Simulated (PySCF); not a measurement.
**InH: changing the method**

What do other methods print for InH?

Program: PySCF 2.14.0. Level of theory: method and basis as typed in the scripts. These are calculated values, not measurements.

3 further runs of the same task are left out: 2 for a known fault of the program, 1 that didn't finish.

## (1) The system as given

InH: 2 atoms, charge 0, spin multiplicity 1.

Bond lengths: In1–H2 1.539 Å.

## (2) Base script

Contents of input.py:

```python
from pyscf import gto, scf, mp

mol = gto.M(
    atom='In 0 0 0; H 0 0 1.539',
    basis='ano-rcc-vdzp',
    charge=0,
    spin=0,
    verbose=3,
)
mf = scf.RHF(mol)
mf = mf.sfx2c1e()
mf.kernel()
mp.MP2(mf, frozen=18).kernel()
mf.dip_moment()
print('orbital energies (hartree):', mf.mo_energy[..., max(0, mol.nelec[1]-3):mol.nelec[0]+3].round(4))
```

Launch:

```bash
$ OMP_NUM_THREADS=1 python input.py
```

The program printed:

```text
converged SCF energy = -5878.74007667581
E(RMP2) = -5879.13538383895  E_corr = -0.395307163140624
E(SCS-RMP2) = -5879.08954213062  E_corr = -0.349465454806474
Dipole moment(X, Y, Z, Debye):  0.00000,  0.00000,  1.15260
orbital energies (hartree): [-0.9959 -0.5149 -0.2655  0.0346  0.0346  0.1696]
```

Wall time 4.9 s (1 thread of Arm Neoverse V1, shared host); peak memory 0.14 GiB.

It gives: E(SCF) = -5878.740077 Eh, E(MP2) − E(SCF) = -0.39531 Eh, μ = 1.15 D (of the SCF density).

The bond length is a typed value, not an optimised one.

## (3) Pw6b95 (RKS)

Variant 1 changes functional: none (Hartree–Fock) → pw6b95; SCF type: RHF → RKS; step after the SCF: mp2 → analyze.

Contents of input.py:

```python
from pyscf import gto, dft

mol = gto.M(
    atom='In 0 0 0; H 0 0 1.539',
    basis='ano-rcc-vdzp',
    charge=0,
    spin=0,
    verbose=3,
)
mf = dft.RKS(mol, xc='pw6b95')
mf = mf.sfx2c1e()
mf.kernel()
mf.analyze()
print('orbital energies (hartree):', mf.mo_energy[..., max(0, mol.nelec[1]-3):mol.nelec[0]+3].round(4))
```

Launch:

```bash
$ OMP_NUM_THREADS=1 python input.py
```

The program printed:

```text
converged SCF energy = -5883.51487046774
**** MO energy ****
MO #1   energy= -1022.28010922999  occ= 2
MO #2   energy= -154.02081231858   occ= 2
MO #3   energy= -138.274033956963  occ= 2
MO #4   energy= -138.274033956961  occ= 2
MO #5   energy= -138.272066806493  occ= 2
MO #6   energy= -29.6182990294495  occ= 2
MO #7   energy= -24.4151830570498  occ= 2
MO #8   energy= -24.4151830570277  occ= 2
MO #9   energy= -24.4097325240684  occ= 2
MO #10  energy= -16.3049908817214  occ= 2
MO #11  energy= -16.304990880149   occ= 2
MO #12  energy= -16.3008698062409  occ= 2
MO #13  energy= -16.3008698062345  occ= 2
MO #14  energy= -16.2995628204041  occ= 2
MO #15  energy= -4.62562726720654  occ= 2
MO #16  energy= -3.05412049980409  occ= 2
MO #17  energy= -3.0541204997372   occ= 2
MO #18  energy= -3.04422301317124  occ= 2
MO #19  energy= -0.771240382748977 occ= 2
MO #20  energy= -0.770857204792847 occ= 2
MO #21  energy= -0.770857194928953 occ= 2
MO #22  energy= -0.761275040510962 occ= 2
MO #23  energy= -0.761275040493601 occ= 2
MO #24  energy= -0.401107967518448 occ= 2
MO #25  energy= -0.196715300734914 occ= 2
MO #26  energy= -0.0564993521026362 occ= 0
MO #27  energy= -0.0564993520477773 occ= 0
MO #28  energy= 0.0837402813818615 occ= 0
MO #29  energy= 0.202308625741744  occ= 0
MO #30  energy= 0.402697513308482  occ= 0
MO #31  energy= 0.402697513354363  occ= 0
MO #32  energy= 0.469880593278757  occ= 0
MO #33  energy= 0.735731413125213  occ= 0
MO #34  energy= 0.735731413152201  occ= 0
MO #35  energy= 0.803877322516501  occ= 0
MO #36  energy= 1.12831167628226   occ= 0
MO #37  energy= 1.1283118413495    occ= 0
MO #38  energy= 1.2914702564842    occ= 0
MO #39  energy= 1.48272798897596   occ= 0
MO #40  energy= 1.48272798903692   occ= 0
MO #41  energy= 1.68288213759529   occ= 0
MO #42  energy= 1.86381885786532   occ= 0
MO #43  energy= 1.86381885787636   occ= 0
MO #44  energy= 1.8729758527085    occ= 0
MO #45  energy= 1.87297598031312   occ= 0
MO #46  energy= 1.99666470201788   occ= 0
MO #47  energy= 1.99666470204643   occ= 0
MO #48  energy= 2.55643595390541   occ= 0
 ** Mulliken atomic charges  **
charge of    0In =      0.13785
charge of    1H =     -0.13785
Dipole moment(X, Y, Z, Debye):  0.00000,  0.00000,  0.68081
orbital energies (hartree): [-0.7613 -0.4011 -0.1967 -0.0565 -0.0565  0.0837]
```

It took 6.5 s on 1 thread of Arm Neoverse V1, shared host; peak memory 0.19 GiB.

Outcome: E(SCF) = -5883.514870 Eh, μ = 0.68 D.

## (4) SCF alone

Variant 2 changes step after the SCF: mp2 → none.

input.py, as its differences from that of step 2:

```diff
@@ -1,2 +1,2 @@
-from pyscf import gto, scf, mp
+from pyscf import gto, scf
 
@@ -12,3 +12,2 @@
 mf.kernel()
-mp.MP2(mf, frozen=18).kernel()
 mf.dip_moment()
```

Launch:

```bash
$ OMP_NUM_THREADS=1 python input.py
```

The program printed:

```text
converged SCF energy = -5878.74007667581
Dipole moment(X, Y, Z, Debye):  0.00000,  0.00000,  1.15260
orbital energies (hartree): [-0.9959 -0.5149 -0.2655  0.0346  0.0346  0.1696]
```

Run time: 4.6 s. Hardware: 1 thread of Arm Neoverse V1, shared host.

Result: E(SCF) = -5878.740077 Eh (no change), μ = 1.15 D.

## (5) MP2

Variant 3 changes frozen orbitals: 18 → none.

input.py, as its differences from that of step 2:

```diff
@@ -12,3 +12,3 @@
 mf.kernel()
-mp.MP2(mf, frozen=18).kernel()
+mp.MP2(mf).kernel()
 mf.dip_moment()
```

Launch:

```bash
$ OMP_NUM_THREADS=1 python input.py
```

The program printed:

```text
converged SCF energy = -5878.74007667581
E(RMP2) = -5879.26305555082  E_corr = -0.522978875002234
E(SCS-RMP2) = -5879.20557350082  E_corr = -0.465496825009725
Dipole moment(X, Y, Z, Debye):  0.00000,  0.00000,  1.15260
orbital energies (hartree): [-0.9959 -0.5149 -0.2655  0.0346  0.0346  0.1696]
```

Run time: 4.8 s. Hardware: 1 thread of Arm Neoverse V1, shared host.

This run: E(SCF) = -5878.740077 Eh (no change), E(MP2) − E(SCF) = -0.52298 Eh, μ = 1.15 D (of the SCF density).

## (6) Stability test

Variant 4 changes step after the SCF: mp2 → stability.

input.py, as its differences from that of step 2:

```diff
@@ -1,2 +1,2 @@
-from pyscf import gto, scf, mp
+from pyscf import gto, scf
 
@@ -12,3 +12,3 @@
 mf.kernel()
-mp.MP2(mf, frozen=18).kernel()
+mf.stability(internal=True, external=True)
 mf.dip_moment()
```

Launch:

```bash
$ OMP_NUM_THREADS=1 python input.py
```

The program printed:

```text
converged SCF energy = -5878.74007667581
<class 'pyscf.x2c.sfx2c1e.sfX2C1eRHF'> wavefunction is stable in the internal stability analysis
<class 'pyscf.x2c.sfx2c1e.sfX2C1eRHF'> wavefunction is stable in the real -> complex stability analysis
<class 'pyscf.x2c.sfx2c1e.sfX2C1eRHF'> wavefunction is stable in the RHF/RKS -> UHF/UKS stability analysis
Dipole moment(X, Y, Z, Debye):  0.00000,  0.00000,  1.15260
orbital energies (hartree): [-0.9959 -0.5149 -0.2655  0.0346  0.0346  0.1696]
```

It took 5.1 s on 1 thread of Arm Neoverse V1, shared host.

Result: E(SCF) = -5878.740077 Eh (no change), μ = 1.15 D, internal stable; real -> complex stable; RHF/RKS -> UHF/UKS stable.

## (7) Comparison

```tsv
run	E(SCF) (hartree)	from base (eV)	gap (eV)	SCF dipole (D)	after the SCF
base	-5878.740077	0	8.17	1.15	MP2 correlation -10.757 eV, core frozen
pw6b95 (RKS)	-5883.514870	not comparable	3.82	0.68	n/a
SCF alone	-5878.740077	0.0000	8.17	1.15	n/a
MP2	-5878.740077	0.0000	8.17	1.15	MP2 correlation -14.231 eV
stability test	-5878.740077	0.0000	8.17	1.15	stable
```

Wall time on 1 thread of Arm Neoverse V1, shared host, start-up included: base 4.9 s; pw6b95 (RKS) 6.5 s; SCF alone 4.6 s; MP2 4.8 s; stability test 5.1 s.

Total energies of different functionals can't be compared with each other; differences within one functional can.
